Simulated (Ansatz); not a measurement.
**C2H5ClSSi: one species, many methods**

The task here is to estimate one member of a computed series from the others.

Method: functionals in def2-TZVPP, the program's frozen cores in correlated methods; program: Ansatz 0.2.0, Gaussian basis.

The runs, in order: PBE-D4, r2SCAN-D4, PBE0-D4, B3LYP-D4, ωB97X-V, ωB97M-V, B2PLYP; CCSD(T)/def2-TZVPP; MP2/def2-QZVPP; extrapolation to the limit.

## Structure used throughout

An earlier PBE0-D4 in a triple-zeta def2 set relaxation fixed the geometry.

SMILES `C=C(S)[SiH2]Cl`, 10 atoms, charge 0, spin multiplicity 1.

Atoms are counted from 1 here; the program's logs count them from 0.

Bond lengths: C1–C2 1.335 Å, C1–H6 1.084 Å, C1–H7 1.087 Å, C2–S3 1.749 Å, C2–Si4 1.865 Å, S3–H8 1.345 Å, Si4–Cl5 2.054 Å, Si4–H9 1.480 Å, Si4–H10 1.481 Å. Angles: C2–C1–H6 120.7°, C2–C1–H7 122.7°, H6–C1–H7 116.7°, C1–C2–S3 125.5°, C1–C2–Si4 118.3°, S3–C2–Si4 116.2°, C2–S3–H8 97.5°, C2–Si4–Cl5 110.5°, C2–Si4–H9 107.9°, C2–Si4–H10 111.0°, Cl5–Si4–H9 109.0°, Cl5–Si4–H10 107.0°, H9–Si4–H10 111.5°.

The first run:

in.yaml reads:

```yaml
crystal:
  periodic: [false, false, false]
  atoms:
    - {symbol: C, position_ang: [0.476009, -0.544505, 1.261614]}
    - {symbol: C, position_ang: [0.059100, -0.424071, -0.001012]}
    - {symbol: S, position_ang: [-0.175255, -1.744494, -1.123692]}
    - {symbol: Si, position_ang: [-0.249107, 1.288502, -0.670724]}
    - {symbol: Cl, position_ang: [-2.165885, 1.444669, -1.390802]}
    - {symbol: H, position_ang: [0.587844, 0.330035, 1.893036]}
    - {symbol: H, position_ang: [0.718763, -1.504009, 1.710161]}
    - {symbol: H, position_ang: [0.242124, -2.737603, -0.317804]}
    - {symbol: H, position_ang: [-0.072549, 2.250072, 0.440598]}
    - {symbol: H, position_ang: [0.662055, 1.590205, -1.798375]}
basis:
  gaussian: {orbitals: def2-TZVPP}
hamiltonian: {xc: pbe, dispersion: d4}
output: {forces: true, orbitals: {seedname: orbitals}}
```

Launch:

```bash
$ ansatz run in.yaml --threads 4 --pin off --events-out ev --progress --plain --max-ram 10444MiB
```

Among the steps run: PBE-D4 (GGA); r2SCAN-D4 (meta-GGA); PBE0-D4 (hybrid); B3LYP-D4 (hybrid); ωB97X-V (range-separated); ωB97M-V (range-separated); B2PLYP (double hybrid); CCSD(T) in def2-TZVPP; MP2 in def2-QZVPP.

One table of the session follows, with a row left open; its other results are not shown here.

| method | atomisation energy (eV) |
| --- | --- |
| PBE-D4 | 37.572 |
| r2SCAN-D4 | 37.062 |
| PBE0-D4 | 37.023 |
| B3LYP-D4 | 36.769 |
| ωB97X-V | 37.023 |
| ωB97M-V | 37.059 |
| B2PLYP | 36.332 |
| HF/def2-TZVPP | 27.015 |
| MP2/def2-TZVPP | 36.454 |
| CCSD/def2-TZVPP | 35.184 |
| CCSD(T)/def2-TZVPP | 35.824 |
| MP2/CBS | 37.507 |
| CCSD(T)/CBS | ? |

Estimate the missing values for CCSD(T)/CBS.

As computed: atomisation energy (eV): 36.878. In the column «atomisation energy (eV)» it lies between B3LYP-D4 (36.769) and PBE0-D4 (37.023).
